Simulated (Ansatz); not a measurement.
Relaxation of a periodic cell of 27 atoms, Zn4In4Ga4O14F (host ZnInGaO4, host structure R3m, dopant F, one O atom removed), cell charge +2, to a largest force component of 0.03 eV/Å in at most 60 steps.

Computed with Ansatz 0.2.0, DFT PBE, scalar-relativistic, plane waves, PAW. Settings: PAW set soft_1, cutoff 420 eV, k mesh 2x2x2, fermi-dirac smearing 0.02 eV, spin collinear.

```xyz
27
Lattice="-3.3607 -1.9403 8.7134 3.3607 -1.9403 8.7134 0.0000 3.8805 8.7134" Properties=species:S:1:pos:R:3
Zn 0.000 0.000 5.709
In 0.000 0.000 0.072
Ga 0.000 0.000 20.573
O 0.000 0.000 7.715
O 0.000 0.000 18.595
O 0.000 0.000 22.575
Zn 0.000 -1.940 14.422
In 0.000 -1.940 8.786
Ga 0.000 1.940 11.860
O 0.000 -1.940 16.429
O 0.000 1.940 9.882
O 0.000 -1.940 11.895
F 0.000 3.881 11.895
Zn -1.680 0.970 14.422
In -1.680 0.970 8.786
Ga 1.680 -0.970 11.860
O -1.680 0.970 16.429
O 1.680 -0.970 9.882
O -1.680 0.970 11.895
O 1.680 -0.970 13.861
Zn 1.680 0.970 14.422
In 1.680 0.970 8.786
Ga -1.680 -0.970 11.860
O 1.680 0.970 16.429
O -1.680 -0.970 9.882
O 1.680 0.970 11.895
O -1.680 -0.970 13.861
```

Question: Where does it end, and by what steps?

Answer: The forces met the threshold. The force dipped under the threshold on the way, but the program's further checks kept it going. Limits of this set-up: coarse k mesh, a small cell, in which the defect meets its images, a typed lattice constant that wasn't relaxed here, charged cell in a uniform background, uncorrected. After 7 steps the energy has fallen by 1.544 eV; Ga9 moved furthest, 0.36 Å.

| step | energy less start (eV) | largest force component (eV/Å) | accepted |
| --- | --- | --- | --- |
| 0 | 0.0000 | 2.740 | yes |
| 1 | -1.0327 | 1.328 | yes |
| 2 | -1.3770 | 0.578 | yes |
| 3 | -1.4987 | 0.331 | yes |
| 4 | -1.5291 | 0.298 | yes |
| 5 | -1.5400 | 0.113 | yes |
| 6 | -1.5443 | 0.025 | yes |
| 7 | -1.5443 | 0.025 | yes |

```xyz
27
Lattice="-3.3607 -1.9403 8.7134 3.3607 -1.9403 8.7134 0.0000 3.8805 8.7134" Properties=species:S:1:pos:R:3
Zn 0.000 0.142 5.860
In 0.000 0.035 -0.033
Ga 0.000 0.030 20.597
O 0.000 -0.050 7.754
O 0.000 -0.038 18.657
O 0.000 0.000 22.570
Zn 0.000 -1.946 14.396
In 0.000 -1.951 8.862
Ga 0.000 1.828 11.516
O 0.000 -1.927 16.374
O 0.000 1.959 9.707
O 0.000 -1.924 11.904
F 0.000 3.709 11.958
Zn -1.796 0.888 14.452
In -1.720 0.965 8.721
Ga 1.589 -0.896 11.851
O -1.634 0.991 16.390
O 1.739 -0.943 9.946
O -1.567 1.054 12.119
O 1.740 -1.023 13.797
Zn 1.796 0.888 14.452
In 1.720 0.965 8.721
Ga -1.589 -0.896 11.851
O 1.634 0.991 16.390
O -1.739 -0.943 9.946
O 1.567 1.054 12.119
O -1.740 -1.023 13.797
```

Whether the end is a true minimum wasn't checked by a vibrational analysis.

Time of the run: 74 s on 4 threads of Arm Neoverse V2 (shared host), peak memory 1.6 GiB.
